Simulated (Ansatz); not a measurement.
# EuSn: how the settings move a single-point run

Aim: see which settings change the result for EuSn, by how much, and at what cost.

Program: Ansatz 0.2.0. Level of theory: reference: DFT, LDA+U, PAW with Ansatz's default frozen-core files, scalar-relativistic. These are calculated values, not measurements.

2 further runs of the same task are left out: 2 that didn't finish.

**1. The starting structure**

The structure is orthorhombic, space group Cmcm (No. 63). The conventional cell has a = 4.931 Å, b = 11.842 Å, c = 4.456 Å, α = 90.00°, β = 90.00°, γ = 90.00°. Eu (site symmetry m2m) is surrounded by 7 Sn at 3.36 to 3.55 Å. Sn (site symmetry m2m) has 2 Sn at 2.94 Å and 5 Eu at 3.36 to 3.38 Å as nearest neighbours.

Structure file:

```cif
data_structure
_symmetry_space_group_name_H-M 'Cmcm'
_symmetry_Int_Tables_number 63
_cell_length_a 4.9306
_cell_length_b 11.8420
_cell_length_c 4.4564
_cell_angle_alpha 90.000
_cell_angle_beta 90.000
_cell_angle_gamma 90.000
_cell_volume 260.20
loop_
_atom_site_label
_atom_site_type_symbol
_atom_site_symmetry_multiplicity
_atom_site_Wyckoff_symbol
_atom_site_fract_x
_atom_site_fract_y
_atom_site_fract_z
_atom_site_occupancy
Eu1 Eu 4 c 0.00000 0.13523 0.75000 1
Sn1 Sn 4 c 0.50000 0.08094 0.25000 1
```

**2. The reference run**

input.yaml

```yaml
crystal:
  lattice:
    - [2.4652846064, -5.9210169305, 0.0]
    - [2.4652846064, 5.9210169305, 0.0]
    - [0.0, 0.0, 4.45639327]
  atoms:
    - { symbol: Eu, position: [0.86476773, 0.13523227, 0.25], spin: 7.0 }
    - { symbol: Eu, position: [0.13523227, 0.86476773, 0.75], spin: -7.0 }
    - { symbol: Sn, position: [0.41906496, 0.58093504, 0.75] }
    - { symbol: Sn, position: [0.58093504, 0.41906496, 0.25] }
magnetization:
  spin_polarized: true
kpoints:
  mp_grid: { grid: [7, 7, 7] }
scf:
  occupations: { method: fermi_dirac, width: 0.1 }
hamiltonian:
  xc: lda
  pseudopotentials: { kind: paw }
  hubbard: { sites: [{ species: Eu, l: f, u_eff: 6 }] }
output:
  forces: true
  stress: true
  eigenvalues: true
  hubbard: { sites: [{ species: Eu, l: f }] }
  populations: true
  dos: { projected: true, de: 0.1, e_range: [-10, 8] }
  write_density: true
  write_potential: true
  elf: true
  volumetric_format: npy
```

The run is started by

```
$ ansatz run input.yaml --threads 2 --pin off --max-ram 6144MiB --backend cpu --events-out ev --progress --plain --runs-dir out
```

**3. Variant: projectors atomic**

input.yaml, as its differences from that of step 2:

```diff
@@ -19,3 +19,3 @@
   pseudopotentials: { kind: paw }
-  hubbard: { sites: [{ species: Eu, l: f, u_eff: 6 }] }
+  hubbard: { sites: [{ species: Eu, l: f, u_eff: 6 }], projectors: atomic }
 output:
@@ -26,6 +26 @@
   populations: true
-  dos: { projected: true, de: 0.1, e_range: [-10, 8] }
-  write_density: true
-  write_potential: true
-  elf: true
-  volumetric_format: npy
```

**Question.** What will these runs give? Wanted: for each run, ending; energy change; pressure; abs. moment; force.

**Answer**, as computed:

| run | ending | energy change | pressure (GPa) | abs. moment (μB) | force (eV/Å) | cycles | time |
| --- | --- | --- | --- | --- | --- | --- | --- |
| reference | converged | 0 | -2.2 | 14.24 | 0.12 | 15 | 50 s |
| 1: projectors atomic | converged | +7.3 meV/atom (U changed: no physical gain or loss) | -2.2 | 14.23 | 0.11 | 15 | 48 s |

Times don't compare one to one where runs were asked for different outputs or read a saved state (see the inputs); cycles may leave out searches for a lower state.

Residual by cycle in the longest SCF loop of each run; runs are numbered as in the table. The quantity is the density residual dr2, in eV.

| cycle | reference | run 1 |
| --- | --- | --- |
| 1 | 3.84 | 4.03 |
| 2 | 1.78 | 1.81 |
| 3 | 0.467 | 0.528 |
| 4 | 0.061 | 0.0613 |
| 5 | 0.0147 | 0.0193 |
| 6 | 0.00106 | 0.00119 |
| 7 | 3.5e-4 | 5.6e-4 |
| 8 | 4.1e-5 | 7.2e-5 |

What this shows: Changing the Hubbard U moves the energy by +7.3 meV/atom. The U term adds an energy of its own, so the shift says nothing about which run is better. A changed U is a change of model: its shifts are not errors of convergence.
